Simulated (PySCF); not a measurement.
# PdH₂: triplet, from a linear start

Aim: relax PdH₂ as a triplet from a linear start, check by its vibrations whether the end is a minimum, and collect its spectrum and constants.

Method: PBE0, basis Pd x2c-TZVPall, H x2c-TZVPall, spin-free X2C, no spin–orbit coupling, density fitting; program: PySCF 2.14.0.

### Step 1. Where the work starts

3 atoms, charge 0, spin multiplicity 3.

Bond lengths: Pd1–H2 1.520 Å, Pd1–H3 1.520 Å. Angles: H2–Pd1–H3 180.0°.

Z-matrix (Å, degrees; charge 0 multiplicity 3):
```
Pd
H  1 1.5200
H  1 1.5200 2 180.00
```

### Step 2. Linear start, triplet: relaxation

One driver script runs all steps and calls PySCF; scf.py shows how it sets up the SCF of each step. The optimiser is the driver's own. Before each start the driver seeks the lowest SCF state from one or more starting densities and follows internal instabilities, so scf.py alone need not reach the same state.

The program finds D∞h symmetry in the start, which this walk keeps.

The input, scf.py:

```python
from pyscf import gto, scf, dft
mol = gto.M(atom='''
Pd     0.000000     0.000000     0.000000
H      0.000000     0.000000     1.520000
H      0.000000     0.000000    -1.520000''',
    basis={'Pd': 'x2c-TZVPall', 'H': 'x2c-TZVPall'},
    nucmod='G',
    charge=0, spin=2)
mf = dft.UKS(mol, xc='PBE0')
mf.grids.atom_grid = (50, 194)
aux = {'Pd': 'AutoAux', 'H': 'AutoAux'}  # AutoAux: made from the orbital basis
mf = mf.density_fit(auxbasis=aux).sfx2c1e()
mf.kernel()
```

Further steps of the session: Vibrations and properties at this point; Leaving the saddle point; Is it a minimum? Harmonic modes.

Q: Predict the outcome of this session. Wanted: minimum; geometry; wavenumbers; dipole moment; highest occupied, lowest empty level; polar-tensor charge of Pd1; zero-point energy; ⟨S²⟩.

As calculated:

| quantity | value |
| --- | --- |
| minimum | triplet, C2v |
| geometry | Pd–H 1.607 Å (×2); H–Pd–H 134.7° |
| wavenumbers (cm⁻¹) | 713 (a1), 1729 (b2), 1869 (a1) |
| dipole moment | 1.12 D |
| highest occupied, lowest empty level (either spin) | -6.71, -4.02 eV |
| polar-tensor charge of Pd1 | +0.24 e |
| zero-point energy | 25.8 kJ/mol |
| entropy at 298.15 K | 232.3 J/(mol K) |
| ⟨S²⟩ | 2.003 |

The linear start (D∞h) ends in a minimum of C2v symmetry, after a stop at a second-order saddle point 63.0 kJ/mol higher, from which it was pushed off along an imaginary mode. The strongest infrared band lies at 713 cm⁻¹ (a1, bend). Most of the spin sits on Pd1 (Mulliken spin 1.21, against 2 for the whole molecule). Only this shape and spin were tried, so other structures or states may lie lower. Open d and f shells are described by one determinant, and the ground state may have another occupation or spin.
